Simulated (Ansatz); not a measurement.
# Al2O3: the band gap up the ladder of functionals

The task here is to estimate one member of a computed series from the others.

Code: Ansatz 0.2.0. PAW datasets, plane waves. Computed at 0 K without zero-point motion; spin polarisation is off.

## The cell

The cell was relaxed beforehand with r2SCAN.

Space group R-3c (No. 167), trigonal; conventional cell a = 4.759 Å, c = 12.995 Å, 8.50 Å³ an atom. Near Al stand 6 O at 1.86–1.97 Å; near O stand 4 Al at 1.86–1.97 Å.

The structure in full:

```cif
data_structure
_symmetry_space_group_name_H-M 'P 1'
_symmetry_Int_Tables_number 1
_cell_length_a 5.1296
_cell_length_b 5.1296
_cell_length_c 5.1296
_cell_angle_alpha 55.271
_cell_angle_beta 55.271
_cell_angle_gamma 55.271
_cell_volume 84.95
loop_
_atom_site_label
_atom_site_type_symbol
_atom_site_fract_x
_atom_site_fract_y
_atom_site_fract_z
_atom_site_occupancy
Al1 Al 0.35191 0.35191 0.35191 1
Al2 Al 0.14809 0.14809 0.14809 1
Al3 Al 0.64809 0.64809 0.64809 1
Al4 Al 0.85191 0.85191 0.85191 1
O1 O 0.55637 0.94363 0.25000 1
O2 O 0.25000 0.55637 0.94363 1
O3 O 0.94363 0.25000 0.55637 1
O4 O 0.44363 0.05637 0.75000 1
O5 O 0.75000 0.44363 0.05637 1
O6 O 0.05637 0.75000 0.44363 1
```

Set-up of the first run:

input.yaml reads:

```yaml
crystal:
  lattice:
    - [2.3793207413, 1.3737014705, 4.3317967337]
    - [-2.3793207413, 1.3737014705, 4.3317967337]
    - [0.0, -2.7474029409, 4.3317967337]
  atoms:
    - { symbol: Al, position: [0.3519097825, 0.3519097825, 0.3519097825] }
    - { symbol: Al, position: [0.1480902175, 0.1480902175, 0.1480902175] }
    - { symbol: Al, position: [0.6480902175, 0.6480902175, 0.6480902175] }
    - { symbol: Al, position: [0.8519097825, 0.8519097825, 0.8519097825] }
    - { symbol: O, position: [0.5563679964, 0.9436320036, 0.25] }
    - { symbol: O, position: [0.25, 0.5563679964, 0.9436320036] }
    - { symbol: O, position: [0.9436320036, 0.25, 0.5563679964] }
    - { symbol: O, position: [0.4436320036, 0.0563679964, 0.75] }
    - { symbol: O, position: [0.75, 0.4436320036, 0.0563679964] }
    - { symbol: O, position: [0.0563679964, 0.75, 0.4436320036] }
kpoints:
  mp_grid: { grid: [6, 6, 6] }
  band_path:
    path:
      - [[0.0, 0.0, 0.0], [0.5, 0.5, 0.5], [0.7662897330351, 0.2337102669649, 0.5]]
      - [[0.5, -0.2337102669649, 0.2337102669649], [0.5, -2.210691337223e-17, 8.391157600989e-17], [0.0, 0.0, 0.0], [0.3668551334825, -0.3668551334825, 1.91354394174e-17]]
      - [[0.6331448665175, -5.942947909658e-18, 0.3668551334825], [0.5, -4.421382674446e-17, 0.5], [0.0, 0.0, 0.0]]
    npoints: 10
hamiltonian:
  xc: pbe
scf:
  occupations: { method: fermi_dirac, width: 0.02 }
  n_extra_bands: 6
output:
  forces: true
  stress: true
  eigenvalues: true
  write_density: true
  write_potential: true
  elf: true
  volumetric_format: npy
```

Run with:

```sh
$ ansatz run input.yaml --threads 2 --pin off --max-ram 29491MiB --backend cpu --events-out ev --progress --plain --runs-dir out
```

Steps of the session up to this table: PBE band path; Single point with r2SCAN; HSE06 at the same geometry; Single point with PBE0.

One table of the session follows, with a row left open; its other results are not shown here.

| level | gap (eV) |
| --- | --- |
| PBE | 6.24 |
| r2SCAN | ? |
| HSE06 | 8.11 |
| PBE0 | 8.86 |

Estimate the missing values for r2SCAN.

**Answer.** gap (eV): 7.14. In the column «gap (eV)» it lies between PBE (6.24) and HSE06 (8.11).

Meshes: PBE 6×6×6, r2SCAN 6×6×6, HSE06 4×4×4, PBE0 4×4×4

Against HSE06, PBE is short by 1.87 eV, at 77 % of it, and r2SCAN 88 %. PBE0 lies 0.75 eV above HSE06, which differs from it by screening the long-range exchange. The calculation is for fixed nuclei; the measurement holds lattice motion too.

Caveats from the session: Warnings in the runs' records: stress exchange threshold loose, stress scf threshold loose.
